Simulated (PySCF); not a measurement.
# [Tb(H2O)3]3+: shape, vibrations and bonding

What shape and bonds does [Tb(H2O)3]3+ have? It is relaxed from a template within its point group. The species was built from a template and needn't be a known compound.

The runs use PySCF 2.14.0; PBE0, Tb lcecp-1-SVP with ECP54, O def2-SVP, H def2-SVP; scalar-relativistic core potentials, no spin–orbit coupling.

1 further run of the same task is left out (for a known fault of the program).

### 1 The system as given

10 atoms, charge 3, spin multiplicity 1.

Bond lengths: Tb1–O2 2.460 Å, Tb1–O5 2.460 Å, Tb1–O8 2.460 Å, O2–H3 0.970 Å, O2–H4 0.970 Å, O5–H6 0.970 Å, O5–H7 0.970 Å, O8–H9 0.970 Å, O8–H10 0.970 Å. Angles: O2–Tb1–O5 120.0°, O2–Tb1–O8 120.0°, O5–Tb1–O8 120.0°, Tb1–O2–H3 127.5°, Tb1–O2–H4 127.5°, H3–O2–H4 105.1°, Tb1–O5–H6 127.5°, Tb1–O5–H7 127.5°, H6–O5–H7 105.1°, Tb1–O8–H9 127.5°, Tb1–O8–H10 127.5°, H9–O8–H10 105.1°.

Geometry (Å):

```xyz
10
charge 3, multiplicity 1
Tb    0.00000    0.00000    0.00000
O     2.46000    0.00000    0.00000
H     3.05000    0.00000    0.77000
H     3.05000    0.00000   -0.77000
O    -1.23000    2.13040    0.00000
H    -1.52500    2.64140    0.77000
H    -1.52500    2.64140   -0.77000
O    -1.23000   -2.13040    0.00000
H    -1.52500   -2.64140    0.77000
H    -1.52500   -2.64140   -0.77000
```

Formal oxidation states: Tb +3. Each metal's 8 4f electrons lie in its core potential, so multiplicities, spins and levels count the valence alone.

### 2 SCF at the start, singlet

run.py (the lines that set the calculation) reads:

```python
mol = gto.M(atom='''
Tb     0.00000     0.00000     0.00000
O      2.46000     0.00000     0.00000
H      3.05000     0.00000     0.77000
H      3.05000     0.00000    -0.77000
O     -1.23000     2.13040     0.00000
H     -1.52500     2.64140     0.77000
H     -1.52500     2.64140    -0.77000
O     -1.23000    -2.13040     0.00000
H     -1.52500    -2.64140     0.77000
H     -1.52500    -2.64140    -0.77000''',
    basis={'Tb': 'lcecp-1-SVP', 'O': 'def2-SVP', 'H': 'def2-SVP'},
    ecp={'Tb': 'lcecp-1-SVP'},
    charge=3, spin=0)
mf = dft.RKS(mol, xc='PBE0')
mf.grids.atom_grid = (50, 194)  # f atoms: unpruned, at least (60, 302)
mf = mf.density_fit()  # fitting sets: Tb AutoAux, O def2-universal-JKFIT, H def2-universal-JKFIT
mf.conv_tol = 1e-08; mf.max_cycle = 55
mf.kernel(dm0)  # dm0: free metal ions and neutral atoms
```

Run with:

```sh
> OMP_NUM_THREADS=2 python run.py
```

What it wrote:

```text
init E= -255.128342789435
  HOMO = -1.30282826919727  LUMO = -0.678767774948784  gap/eV = 16.98155
cycle= 1 E= -262.524966384395  delta_E= -7.4  |g|= 3.06  |ddm|= 3.08
  HOMO = -0.661009579104478  LUMO = -0.587451209955511  gap/eV = 2.00163
cycle= 2 E= -250.254813428669  delta_E= 12.3  |g|= 6.04  |ddm|= 6.75
  HOMO = -0.912301315986712  LUMO = -0.47298739753148  gap/eV = 11.95434
cycle= 3 E= -264.061660663487  delta_E= -13.8  |g|= 0.778  |ddm|= 6.42
  HOMO = -0.914122603003422  LUMO = -0.656430677902881  gap/eV = 7.01215
cycle= 4 E= -264.244525211703  delta_E= -0.183  |g|= 0.247  |ddm|= 1.19
  HOMO = -0.895291627739883  LUMO = -0.655243025694612  gap/eV = 6.53206
cycle= 5 E= -264.257609944151  delta_E= -0.0131  |g|= 0.0268  |ddm|= 0.183
  HOMO = -0.894813214317629  LUMO = -0.65449185587348  gap/eV = 6.53948
cycle= 6 E= -264.257767661825  delta_E= -0.000158  |g|= 0.00294  |ddm|= 0.0227
  HOMO = -0.894995287532467  LUMO = -0.654567568203684  gap/eV = 6.54237
cycle= 7 E= -264.257769471935  delta_E= -1.81e-06  |g|= 0.00019  |ddm|= 0.00339
  HOMO = -0.894971918159975  LUMO = -0.65450842922795  gap/eV = 6.54334
cycle= 8 E= -264.257769486683  delta_E= -1.47e-08  |g|= 9.99e-05  |ddm|= 0.000398
  HOMO = -0.894975150696841  LUMO = -0.654502348342966  gap/eV = 6.54360
cycle= 9 E= -264.257769488235  delta_E= -1.55e-09  |g|= 5.44e-05  |ddm|= 7.42e-05
  HOMO = -0.894983405166998  LUMO = -0.654495577657339  gap/eV = 6.54401
Extra cycle  E= -264.257769487635  delta_E= 6e-10  |g|= 8.01e-05  |ddm|= 8.95e-05
converged SCF energy = -264.257769487635
```

It took 2.9 s on 2 threads of Arm Neoverse V2, shared host; peak memory 0.66 GiB.

Read off: E = -264.257769 Eh, HOMO -24.35 eV, LUMO -17.81 eV, Mulliken charge on Tb1 +2.10 e. 

### 3 Relaxation, singlet

Steps are kept in the start's point group, D3h.

run.py (the lines that set the calculation) reads:

```python
mol = gto.M(atom='''
Tb     0.00000     0.00000     0.00000
O      2.45999     0.00001     0.00000
H      3.05001     0.00001     0.77000
H      3.05001     0.00001    -0.77000
O     -1.23000     2.13041     0.00000
H     -1.52502     2.64138     0.77000
H     -1.52502     2.64138    -0.77000
O     -1.22998    -2.13042     0.00000
H     -1.52499    -2.64140     0.77000
H     -1.52499    -2.64140    -0.77000''',
    basis={'Tb': 'lcecp-1-SVP', 'O': 'def2-SVP', 'H': 'def2-SVP'},
    ecp={'Tb': 'lcecp-1-SVP'},
    charge=3, spin=0)
mf = dft.RKS(mol, xc='PBE0')
mf.grids.atom_grid = (50, 194)  # f atoms: unpruned, at least (60, 302)
mf = mf.density_fit()  # fitting sets: Tb AutoAux, O def2-universal-JKFIT, H def2-universal-JKFIT
mf.conv_tol = 1e-08; mf.max_cycle = 55
mf.kernel(dm0)  # dm0: an SCF of this state at this start
# quasi-Newton relaxation in Cartesian coordinates to a largest gradient under 0.00045 Eh/bohr, steps kept in the point group
```

Run with:

```sh
> OMP_NUM_THREADS=2 python run.py
```

No log is kept here; the results follow.

Wall time 19 s (2 threads of Arm Neoverse V2, shared host).

Step by step:

| step | energy from step 1 (eV) | largest force component (eV/Å) |
| --- | --- | --- |
| 1 | 0.0000 | 2.2268 |
| 2 | -0.2310 | 0.8466 |
| 3 | -0.4151 | 0.4328 |
| 4 | -0.4456 | 0.4002 |
| 5 | -0.4524 | 0.0434 |
| 6 | -0.4525 | 0.0015 |

Close pairs (by a distance rule), those that changed most:

| bond | before (Å) | after (Å) | change (Å) |
| --- | --- | --- | --- |
| Tb1–O8 | 2.460 | 2.275 | -0.185 |
| Tb1–O2 | 2.460 | 2.275 | -0.185 |
| Tb1–O5 | 2.460 | 2.275 | -0.185 |
| O5–H6 | 0.970 | 0.988 | +0.018 |
| O5–H7 | 0.970 | 0.988 | +0.018 |
| O8–H9 | 0.970 | 0.988 | +0.018 |
| O8–H10 | 0.970 | 0.988 | +0.018 |
| O2–H3 | 0.970 | 0.988 | +0.018 |

It ends in D3h at E = -264.274400 Eh.

| atom | x (Å) | y (Å) | z (Å) |
| --- | --- | --- | --- |
| Tb1 | 0.0000 | 0.0000 | 0.0000 |
| O2 | 2.2752 | 0.0000 | 0.0000 |
| H3 | 2.8928 | 0.0000 | 0.7711 |
| H4 | 2.8928 | 0.0000 | -0.7711 |
| O5 | -1.1376 | 1.9704 | 0.0000 |
| H6 | -1.4464 | 2.5052 | 0.7711 |
| H7 | -1.4464 | 2.5052 | -0.7711 |
| O8 | -1.1376 | -1.9704 | 0.0000 |
| H9 | -1.4464 | -2.5052 | 0.7711 |
| H10 | -1.4464 | -2.5052 | -0.7711 |

### 4 Harmonic vibrations

run.py (the lines that set the calculation) reads:

```python
mol = gto.M(atom='''
Tb     0.00000     0.00000     0.00000
O      2.27519     0.00001     0.00000
H      2.89277     0.00001     0.77112
H      2.89277     0.00001    -0.77112
O     -1.13760     1.97037     0.00000
H     -1.44640     2.50521     0.77112
H     -1.44640     2.50521    -0.77112
O     -1.13758    -1.97038     0.00000
H     -1.44637    -2.50522     0.77112
H     -1.44637    -2.50522    -0.77112''',
    basis={'Tb': 'lcecp-1-SVP', 'O': 'def2-SVP', 'H': 'def2-SVP'},
    ecp={'Tb': 'lcecp-1-SVP'},
    charge=3, spin=0)
mf = dft.RKS(mol, xc='PBE0')
mf.grids.atom_grid = (50, 194)  # f atoms: unpruned, at least (60, 302)
mf = mf.density_fit()  # fitting sets: Tb AutoAux, O def2-universal-JKFIT, H def2-universal-JKFIT
mf.conv_tol = 1e-10; mf.max_cycle = 55
mf.kernel(dm0)  # dm0: the density of the relaxed state
# Hessian and dipole derivatives by central differences of gradients, 0.02 bohr
```

Run with:

```sh
> OMP_NUM_THREADS=2 python run.py
```

No log is kept here; the results follow.

Run time: 36 s. Hardware: 2 threads of Arm Neoverse V2, shared host.

Point group D3h; negative numbers are unstable modes, and those under 60 cm⁻¹ are near the numerical noise:

| cm⁻¹ | km/mol | symmetry |
| --- | --- | --- |
| -202 | 0.0 | a1'' |
| -180 | 0.0 | e'' |
| -180 | 0.0 | e'' |
| -49 | 8.4 | a2'' |
| 52 | 5.3 | e' |
| 52 | 5.3 | e' |
| 403 | 0.0 | a1' |
| 409 | 26.8 | e' |
| 409 | 26.8 | e' |
| 629 | 0.0 | e'' |
| 629 | 0.0 | e'' |
| 646 | 0.0 | a2' |
| 646 | 278.1 | a2'' |
| 675 | 583.2 | e' |
| 675 | 583.2 | e' |
| 1675 | 216.3 | e' |
| 1675 | 216.3 | e' |
| 1678 | 0.0 | a1' |
| 3572 | 855.0 | e' |
| 3572 | 855.0 | e' |
| 3591 | 0.0 | a1' |
| 3604 | 0.0 | e'' |
| 3604 | 0.0 | e'' |
| 3607 | 1328.8 | a2'' |

### 5 Displaced along the imaginary mode

Steps are kept in the start's point group, D3.

run.py (the lines that set the calculation) reads:

```python
mol = gto.M(atom='''
Tb     0.00000     0.00000     0.00000
O      2.27519     0.00001     0.00000
H      2.89277     0.25001     0.77112
H      2.89277    -0.24999    -0.77112
O     -1.13760     1.97037     0.00000
H     -1.66290     2.38020     0.77112
H     -1.22989     2.63021    -0.77112
O     -1.13758    -1.97038     0.00000
H     -1.22987    -2.63022     0.77112
H     -1.66288    -2.38022    -0.77112''',
    basis={'Tb': 'lcecp-1-SVP', 'O': 'def2-SVP', 'H': 'def2-SVP'},
    ecp={'Tb': 'lcecp-1-SVP'},
    charge=3, spin=0)
mf = dft.RKS(mol, xc='PBE0')
mf.grids.atom_grid = (50, 194)  # f atoms: unpruned, at least (60, 302)
mf = mf.density_fit()  # fitting sets: Tb AutoAux, O def2-universal-JKFIT, H def2-universal-JKFIT
mf.conv_tol = 1e-08; mf.max_cycle = 55
mf.kernel(dm0)  # dm0: an SCF of this state at this start
# quasi-Newton relaxation in Cartesian coordinates to a largest gradient under 0.00045 Eh/bohr, steps kept in the point group
```

Run with:

```sh
> OMP_NUM_THREADS=2 python run.py
```

The driver keeps no SCF log for this step, only its results.

Wall time 88 s (2 threads of Arm Neoverse V2, shared host).

Relaxation path:

| step | energy from step 1 (eV) | largest force component (eV/Å) |
| --- | --- | --- |
| 1 | 0.0000 | 1.1673 |
| 2 | -0.1498 | 0.1455 |
| 3 | -0.1572 | 0.0483 |
| 4 | -0.1628 | 0.1707 |
| 5 | -0.1671 | 0.2779 |
| 6 | -0.1748 | 0.3127 |
| 7 | -0.1939 | 0.2080 |
| 8 | -0.2093 | 0.1697 |
| 9 | -0.2252 | 0.0739 |
| 10 | -0.2284 | 0.2518 |
| 11 | -0.2380 | 0.1573 |
| 12 | -0.2447 | 0.0247 |
| 13 | -0.2470 | 0.0802 |
| 14 | -0.2492 | 0.1015 |
| 15 | -0.2525 | 0.0797 |
| 16 | -0.2547 | 0.0187 |
| 17 | -0.2553 | 0.0536 |
| 18 | -0.2561 | 0.0502 |
| 19 | -0.2570 | 0.0297 |
| 20 | -0.2573 | 0.0505 |
| 21 | -0.2578 | 0.0084 |
| 22 | -0.2578 | 0.0603 |
| 23 | -0.2579 | 0.0039 |

Distances of close pairs at the start and the end, largest changes first:

| bond | before (Å) | after (Å) | change (Å) |
| --- | --- | --- | --- |
| O5–H7 | 1.019 | 0.988 | -0.031 |
| O8–H10 | 1.019 | 0.988 | -0.031 |
| O8–H9 | 1.019 | 0.988 | -0.031 |
| O5–H6 | 1.019 | 0.988 | -0.031 |
| O2–H4 | 1.019 | 0.988 | -0.031 |
| O2–H3 | 1.019 | 0.988 | -0.031 |
| Tb1–O2 | 2.275 | 2.262 | -0.013 |
| Tb1–O5 | 2.275 | 2.262 | -0.013 |

It ends in D3 at E = -264.279353 Eh.

| atom | x (Å) | y (Å) | z (Å) |
| --- | --- | --- | --- |
| Tb1 | 0.00000 | 0.00000 | 0.00000 |
| O2 | 2.26169 | 0.00001 | 0.00000 |
| H3 | 2.87849 | 0.74761 | 0.19316 |
| H4 | 2.87850 | -0.74758 | -0.19316 |
| O5 | -1.13085 | 1.95868 | 0.00000 |
| H6 | -2.08669 | 2.11904 | 0.19316 |
| H7 | -0.79183 | 2.86664 | -0.19316 |
| O8 | -1.13084 | -1.95869 | 0.00000 |
| H9 | -0.79180 | -2.86665 | 0.19316 |
| H10 | -2.08667 | -2.11906 | -0.19316 |

### 6 Harmonic vibrations

run.py (the lines that set the calculation) reads:

```python
mol = gto.M(atom='''
Tb     0.00000     0.00000     0.00000
O      2.26169     0.00001     0.00000
H      2.87849     0.74761     0.19316
H      2.87850    -0.74758    -0.19316
O     -1.13085     1.95868     0.00000
H     -2.08669     2.11904     0.19316
H     -0.79183     2.86664    -0.19316
O     -1.13084    -1.95869     0.00000
H     -0.79180    -2.86665     0.19316
H     -2.08667    -2.11906    -0.19316''',
    basis={'Tb': 'lcecp-1-SVP', 'O': 'def2-SVP', 'H': 'def2-SVP'},
    ecp={'Tb': 'lcecp-1-SVP'},
    charge=3, spin=0)
mf = dft.RKS(mol, xc='PBE0')
mf.grids.atom_grid = (50, 194)  # f atoms: unpruned, at least (60, 302)
mf = mf.density_fit()  # fitting sets: Tb AutoAux, O def2-universal-JKFIT, H def2-universal-JKFIT
mf.conv_tol = 1e-10; mf.max_cycle = 55
mf.kernel(dm0)  # dm0: the density of the relaxed state
# Hessian and dipole derivatives by central differences of gradients, 0.02 bohr
```

Run with:

```sh
> OMP_NUM_THREADS=2 python run.py
```

The driver keeps no SCF log for this step, only its results.

Wall time 41 s (2 threads of Arm Neoverse V2, shared host).

Point group D3; negative numbers are unstable modes, and those under 60 cm⁻¹ are near the numerical noise:

| cm⁻¹ | km/mol | symmetry |
| --- | --- | --- |
| -19 | 10.9 | a2 |
| 72 | 5.5 | e |
| 72 | 5.5 | e |
| 85 | 0.0 | a1 |
| 102 | 0.6 | e |
| 102 | 0.6 | e |
| 405 | 0.0 | a1 |
| 416 | 21.1 | e |
| 416 | 21.1 | e |
| 619 | 1.1 | a2 |
| 652 | 102.8 | e |
| 652 | 102.8 | e |
| 680 | 59.3 | e |
| 680 | 59.3 | e |
| 699 | 1100.2 | a2 |
| 1674 | 220.5 | e |
| 1674 | 220.5 | e |
| 1680 | 0.0 | a1 |
| 3567 | 828.7 | e |
| 3567 | 828.7 | e |
| 3586 | 0.0 | a1 |
| 3600 | 85.1 | a2 |
| 3604 | 659.0 | e |
| 3604 | 659.0 | e |

### 7 Properties on a finer grid

run.py (the lines that set the calculation): that of step 6 with these lines changed.

```diff
@@ -15,6 +15,5 @@
 mf = dft.RKS(mol, xc='PBE0')
-mf.grids.atom_grid = (50, 194)  # f atoms: unpruned, at least (60, 302)
+mf.grids.atom_grid = (75, 302)  # f atoms: unpruned, at least (60, 302)
 mf = mf.density_fit()  # fitting sets: Tb AutoAux, O def2-universal-JKFIT, H def2-universal-JKFIT
-mf.conv_tol = 1e-10; mf.max_cycle = 55
+mf.conv_tol = 1e-09; mf.max_cycle = 55
 mf.kernel(dm0)  # dm0: the density of the relaxed state
-# Hessian and dipole derivatives by central differences of gradients, 0.02 bohr
```

Run with:

```sh
> OMP_NUM_THREADS=2 python run.py
```

What it wrote:

```text
init E= -264.279352709054
  HOMO = -0.929139721003789  LUMO = -0.62596931913342  gap/eV = 8.24969
cycle= 1 E= -264.27935270921  delta_E= -1.55e-10  |g|= 8.4e-06  |ddm|= 4.41e-05
  HOMO = -0.929141379839958  LUMO = -0.625967677064542  gap/eV = 8.24978
Extra cycle  E= -264.279352709196  delta_E= 1.4e-11  |g|= 1.24e-05  |ddm|= 1.48e-05
converged SCF energy = -264.279352709196
```

It took 15 s on 2 threads of Arm Neoverse V2, shared host.

Read off: E = -264.279353 Eh, HOMO -25.28 eV, LUMO -17.03 eV, Mulliken charge on Tb1 +1.97 e, largest force component 0.006 eV/Å. 

Löwdin charges:

| atom | value (e) |
| --- | --- |
| Tb1 | 1.67 |
| O2 | 0.02 |
| H3 | 0.21 |
| H4 | 0.21 |
| O5 | 0.02 |
| H6 | 0.21 |
| H7 | 0.21 |
| O8 | 0.02 |
| H9 | 0.21 |
| H10 | 0.21 |

Mulliken charges: Tb1 +1.97, O2 -0.33, H3 +0.34, H4 +0.34, O5 -0.33, H6 +0.34, H7 +0.34, O8 -0.33, H9 +0.34, H10 +0.34 e.

Contacts (the nearest donor of each ligand) and Mayer bond orders:

| contact | distance (Å) | bond order |
| --- | --- | --- |
| Tb1–O2 (H2O) | 2.262 | 0.59 |
| Tb1–O5 (H2O) | 2.262 | 0.59 |
| Tb1–O8 (H2O) | 2.262 | 0.59 |

Mulliken populations of Tb1 outside the core potential: s 2.13, p 6.16, d 0.70, f 0.04.

The fields below are evaluated on a grid from the run's orbitals.

Frontier orbitals at PBE0, with the share of their density that lies nearest to each atom:

| orbital | energy (eV) | lies on |
| --- | --- | --- |
| HOMO | -25.28 | O2, O5, O8 about 28 % each |
| LUMO | -17.03 | Tb1 90 % |

ELF in a plane through or near 10 of the atoms.

Ten even steps from '0' (0.00) to '9' (0.98):
```
0000000000000000000000000000
0000000000000000000000000000
0000000000000000000000000000
0000000000000000000000000000
0000000243100000013420000000
0000004798500000048974000000
0000002699510000159962000000
0000156756731101373566410000
0000589965834884286799850000
0000278755358228525578730000
0000023211069249601123200000
0000000000025775200000000000
0000000000012552100000000000
0000000000147557410000000000
0000000002799669972000000000
0000000003899669983000000000
0000000000466115640000000000
0000000000000000000000000000
0000000000000000000000000000
0000000000000000000000000000
```
The map spans 10.9 Å across and 11.0 Å up, centred on the molecule. Atoms in the plane (x, y in Å): Tb1 (0.0, 0.0), O2 (-2.0, 1.1), H3 (-2.1, 2.1), H4 (-2.9, 0.8), O5 (2.0, 1.1), H6 (2.9, 0.8), H7 (2.1, 2.1), O8 (0.0, -2.3), H9 (-0.7, -2.9), H10 (0.7, -2.9).

On the surface of density 0.002 e/bohr³ the electrostatic potential runs, from the 1st to the 99th percentile, from 12.59 V near O5 to 21.34 V near Tb1.

### 8 Outcome

| quantity | value |
| --- | --- |
| state and point group | singlet in the valence, D3 |
| first geometry: modes | -202 to 3607 cm⁻¹, 4 unstable |
| first geometry: strongest infrared band (modes within 1.5 cm⁻¹ summed) | 3572 cm⁻¹ (1710 km/mol) |
| modes | -19 to 3604 cm⁻¹, none unstable |
| strongest infrared band (modes within 1.5 cm⁻¹ summed) | 3567 cm⁻¹ (1657 km/mol) |
| zero-point energy | 1.997 eV |
| metal–ligand contacts | 2.26 Å |
| frontier levels | HOMO -25.28 eV, LUMO -17.03 eV |
| dipole about the centre of mass | 0.00 D |
| mean polarisability | 4.6 Å³ |

In words: At the first geometry 4 modes are unstable, so this structure is a saddle point; the molecule was then pushed along the lowest one and relaxed again. All modes are real within the noise of the softest ones, so a minimum is likely but not shown. The metal carries +1.67 e by Löwdin's partition against a formal +3, and bond orders to the nearest donors reach 0.59. Both measures hang on the basis. Leaving the first, D3h structure gained 0.13 eV and gave D3. One start shape was tried, so another isomer may lie lower. These are double-zeta-type bases without diffuse functions. Spin–orbit coupling is left out.
